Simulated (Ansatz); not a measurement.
# AlRh: how the settings move a single-point run

How sensitive is a single-point run of AlRh to its settings? A reference run comes first, then one run with altered input.

Method: reference: DFT, r2SCAN, PAW with Ansatz's default frozen-core files, scalar-relativistic; levels and slopes on a fine mesh, independent-particle optical spectra, in Ansatz 0.2.0.

## 1. The structure to begin with

Symmetry: Pm-3m, No. 221, cubic system. Conventional cell: a = 2.978 Å, b = 2.978 Å, c = 2.978 Å, α = 90.00°, β = 90.00°, γ = 90.00°. Al (site symmetry m-3m) has 8 Rh at 2.58 Å as nearest neighbours. Rh (site symmetry m-3m) has 8 Al at 2.58 Å as nearest neighbours.

Coordinates:

```cif
data_structure
_symmetry_space_group_name_H-M 'P 1'
_symmetry_Int_Tables_number 1
_cell_length_a 2.9777
_cell_length_b 2.9777
_cell_length_c 2.9777
_cell_angle_alpha 90.000
_cell_angle_beta 90.000
_cell_angle_gamma 90.000
_cell_volume 26.40
loop_
_atom_site_label
_atom_site_type_symbol
_atom_site_fract_x
_atom_site_fract_y
_atom_site_fract_z
_atom_site_occupancy
Al1 Al 0.00000 0.00000 0.00000 1
Rh1 Rh 0.50000 0.50000 0.50000 1
```

## 2. Reference

input.yaml

```yaml
crystal:
  lattice:
    - [2.97771769595, 0.0, 0.0]
    - [0.0, 2.97771769595, 0.0]
    - [0.0, 0.0, 2.97771769595]
  atoms:
    - { symbol: Al, position: [0.0, 0.0, 0.0] }
    - { symbol: Rh, position: [0.5, 0.5, 0.5] }
kpoints:
  mp_grid: { grid: [14, 14, 14] }
scf:
  occupations: { method: fermi_dirac, width: 0.08 }
hamiltonian:
  xc: r2scan
  pseudopotentials: { kind: paw }
output:
  forces: true
  stress: true
  eigenvalues: true
  eigenstates:
    nscf_kmesh: { grid: [20, 20, 20] }
    de_dk: true
    e_range: [-14, 14]
  optics:
    e_range: [0, 20]
    de: 0.2
    sigma: 0.1
    bands: { spectra_wanted_up_to: 20 }
    nscf_kmesh: { grid: [20, 20, 20] }
    drude_damping: 0.2
checkpoint:
  write: ck
  write_wavefunctions: false
```

Started as:

```bash
$ ansatz run input.yaml --threads 1 --pin off --max-ram 3072MiB --backend cpu --events-out ev --progress --plain --runs-dir out
```

## 3. Variant: hubbard.sites [{species: Rh, l: d, u_eff: 2.0}], hubbard.double_counting fll

Changes to input.yaml since step 2:

```diff
@@ -15,2 +15,3 @@
   pseudopotentials: { kind: paw }
+  hubbard: { sites: [{ species: Rh, l: d, u_eff: 2.0 }], double_counting: fll }
 output:
```

Q: Predict the outcome of this session. Wanted: for each run, ending; energy change; pressure; gap; force.

**Answer**, as computed:

| run | ending | energy change | pressure (GPa) | gap (eV) | force (eV/Å) | cycles | time |
| --- | --- | --- | --- | --- | --- | --- | --- |
| reference | converged | 0 | 0.0 | 0.00 | 0.00 | - | 2.2 min |
| 1: hubbard.sites [{species: Rh, l: d, u_eff: 2.0}], hubbard.double_counting fll | converged | +608.1 meV/atom (U changed: no physical gain or loss) | -1.1 | 0.00 | 0.00 | 10 | 2.6 min |

Residual by cycle in the longest SCF loop of each run; runs are numbered as in the table. The quantity is the density residual dr2, in eV.

| cycle | reference | run 1 |
| --- | --- | --- |
| 1 | 0.0108 | 1.97 |
| 2 | 0.00469 | 0.122 |
| 3 | 6.6e-4 | 0.0282 |
| 4 | 5.0e-4 | 0.00228 |
| 5 | 8.9e-5 | 4.4e-6 |
| 6 | 3.6e-6 | 1.5e-7 |
| 7 | 5.1e-8 | 2.0e-8 |
| 8 | 2.8e-10 | 4.0e-11 |
| 9 | 1.3e-11 | 1.5e-11 |
| 10 | 3.8e-14 | 1.8e-15 |

What this shows: Changing the Hubbard U moves the energy by +608.1 meV/atom, and the pressure goes from 0.0 to -1.1 GPa. The U term adds an energy of its own, so the shift says nothing about which run is better. A changed U is a change of model: its shifts are not errors of convergence.
